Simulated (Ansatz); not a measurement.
# Cl3H3Si: the cost of one run

Method: PBE0-D4/def2-SVP; program: Ansatz 0.2.0, Gaussian basis.

### 1 The starting structure

The start, a first-order saddle point found at PBE0-D4 in triple zeta: 7 atoms, charge 0, spin multiplicity 1.

Atoms are counted from 1 here; the program's logs count them from 0.

Bond lengths: Si1–Cl3 2.019 Å, Si1–Cl4 2.076 Å, Si1–H5 1.463 Å, Si1–H7 1.667 Å. Angles: Cl3–Si1–Cl4 105.5°, Cl3–Si1–H5 119.5°, Cl3–Si1–H7 106.3°, Cl4–Si1–H5 100.3°, Cl4–Si1–H7 82.8°, H5–Si1–H7 130.9°.

Coordinates:

```
Si   -0.36317    0.10169   -0.24071
Cl    2.00940   -0.30633   -0.62575
Cl   -0.92495   -1.79886   -0.62687
Cl   -1.94316    0.94509    0.80987
H    -0.24431    1.05530   -1.34409
H     1.11506   -0.07819    0.76183
H     0.35113    0.08131    1.26572
```

### 2 The run

The input, md/in.yaml:

```yaml
crystal:
  periodic: [false, false, false]
  atoms:
    - {symbol: Si, position_ang: [-0.363167, 0.101687, -0.240712]}
    - {symbol: Cl, position_ang: [2.009396, -0.306332, -0.625753]}
    - {symbol: Cl, position_ang: [-0.924948, -1.798863, -0.626873]}
    - {symbol: Cl, position_ang: [-1.943161, 0.945086, 0.809872]}
    - {symbol: H, position_ang: [-0.244306, 1.055299, -1.344087]}
    - {symbol: H, position_ang: [1.115057, -0.078187, 0.761831]}
    - {symbol: H, position_ang: [0.351128, 0.081310, 1.265722]}
basis:
  gaussian: {orbitals: def2-SVP}
hamiltonian: {xc: pbe0, dispersion: d4}
md: {n_steps: 40, timestep: 1.0, temperature: 700, ensemble: nve, seed: 184, initial_velocities: maxwell_boltzmann}
```

Command:

```sh
$ ansatz run in.yaml --threads 4 --pin off --events-out ev --progress --plain --max-ram 9574MiB
```

**Question.** How long does this run take on 4 threads of Arm Neoverse V2, shared host?

About 34 s.
